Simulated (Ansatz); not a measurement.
# FH5O5W: a ladder of functionals and wavefunction methods

An exercise on one series of results from a longer session: the logs are not shown, and one member is left open.

Computed with Ansatz 0.2.0, Gaussian basis. Level: functionals in def2-TZVPP, the program's frozen cores in correlated methods.

Plan: LDA (SPW92), PBE-D4, revPBE-D4, BLYP-D4, r2SCAN-D4, B97M-V, PBE0-D4, B3LYP-D4, r2SCANh-D4, r2SCAN0-D4, HSE06-D4, BHLYP-D4, CAM-B3LYP-D4, LC-ωPBE, ωB97X-V, ωB97M-V, B2PLYP, PBE-QIDH; CCSD(T)/def2-SVP; CCSD(T)/def2-TZVPP; MP2/def2-QZVPP; extrapolation to the limit; RPA on PBE.

### The relaxed structure

An earlier PBE0-D4 in a triple-zeta def2 set relaxation fixed the geometry. W takes the def2 core potential; no spin-orbit term is included.

12 atoms, charge 0, spin multiplicity 1.

Atoms are counted from 1 here; the program's logs count them from 0.

Bond lengths: O1–W2 1.888 Å, O1–H8 0.960 Å, W2–O3 1.880 Å, W2–O4 1.861 Å, W2–O5 1.929 Å, W2–O6 1.935 Å, W2–F7 1.903 Å, O3–H9 0.963 Å, O4–H10 0.960 Å, O5–H11 0.961 Å, O6–H12 0.960 Å. Angles: W2–O1–H8 123.0°, O1–W2–O3 90.4°, O1–W2–O4 91.3°, O1–W2–O5 104.8°, O1–W2–O6 164.2°, O1–W2–F7 82.6°, O3–W2–O4 97.6°, O3–W2–O5 164.9°, O3–W2–O6 78.4°, O3–W2–F7 99.7°, O4–W2–O5 82.6°, O4–W2–O6 101.1°, O4–W2–F7 161.8°, O5–W2–O6 86.7°, O5–W2–F7 82.3°, O6–W2–F7 88.2°, W2–O3–H9 118.2°, W2–O4–H10 124.1° and more.

Set-up of the first run:

in.yaml reads:

```yaml
crystal:
  periodic: [false, false, false]
  atoms:
    - {symbol: O, position_ang: [0.148477, -2.017174, -0.219957]}
    - {symbol: W, position_ang: [0.080185, -0.155131, 0.081751]}
    - {symbol: O, position_ang: [1.553146, -0.276773, 1.244302]}
    - {symbol: O, position_ang: [-1.257833, -0.366532, 1.357562]}
    - {symbol: O, position_ang: [-1.392216, 0.464242, -0.999761]}
    - {symbol: O, position_ang: [0.538045, 1.709210, 0.327908]}
    - {symbol: F, position_ang: [0.994194, -0.098693, -1.586464]}
    - {symbol: H, position_ang: [0.759448, -2.424067, -0.839176]}
    - {symbol: H, position_ang: [1.959338, 0.541057, 1.550555]}
    - {symbol: H, position_ang: [-2.197613, -0.360371, 1.159252]}
    - {symbol: H, position_ang: [-1.177486, 0.652207, -1.917820]}
    - {symbol: H, position_ang: [-0.007684, 2.332045, -0.158150]}
basis:
  gaussian: {orbitals: def2-TZVPP}
hamiltonian: {xc: lda}
output: {orbitals: {seedname: orbitals}}
```

Among the steps run: LDA; PBE-D4 (GGA); revPBE-D4 (GGA); BLYP-D4 (GGA); r2SCAN-D4 (meta-GGA); B97M-V (meta-GGA); PBE0-D4 (hybrid); B3LYP-D4 (hybrid); r2SCANh-D4 (hybrid); r2SCAN0-D4 (hybrid); HSE06-D4 (hybrid); BHLYP-D4 (hybrid); CAM-B3LYP-D4 (range-separated); LC-ωPBE (range-separated); ωB97X-V (range-separated); ωB97M-V (range-separated); B2PLYP (double hybrid); PBE-QIDH (double hybrid).

One of the session's tables, all rows but one given; the rest of the session is left out.

It belongs to the step «Frontier levels by functional». 

| functional | HOMO (eV) | LUMO (eV) | gap (eV) |
| --- | --- | --- | --- |
| LDA (SPW92) | -7.53 | -3.39 | 4.15 |
| PBE-D4 | -7.31 | -3.16 | 4.15 |
| revPBE-D4 | -7.22 | -3.07 | 4.15 |
| BLYP-D4 | -7.23 | -3.10 | 4.12 |
| r2SCAN-D4 | -7.72 | -3.15 | 4.57 |
| B97M-V | -7.81 | -3.13 | 4.68 |
| PBE0-D4 | -9.02 | -2.50 | 6.52 |
| B3LYP-D4 | -8.76 | -2.75 | 6.01 |
| r2SCANh-D4 | -8.35 | -2.89 | 5.46 |
| r2SCAN0-D4 | -9.31 | -2.48 | 6.83 |
| HSE06-D4 | -8.61 | -2.88 | 5.73 |
| BHLYP-D4 | -10.68 | -1.70 | 8.99 |
| CAM-B3LYP-D4 | ? | ? | ? |
| LC-ωPBE | -11.84 | -0.26 | 11.57 |
| ωB97X-V | -11.49 | -0.35 | 11.14 |
| ωB97M-V | -11.43 | -0.39 | 11.04 |

**Question.** Estimate the row for CAM-B3LYP-D4.

As computed: HOMO (eV): -10.51; LUMO (eV): -1.46; gap (eV): 9.05. In the column «HOMO (eV)» it lies between BHLYP-D4 (-10.68) and r2SCAN0-D4 (-9.31).
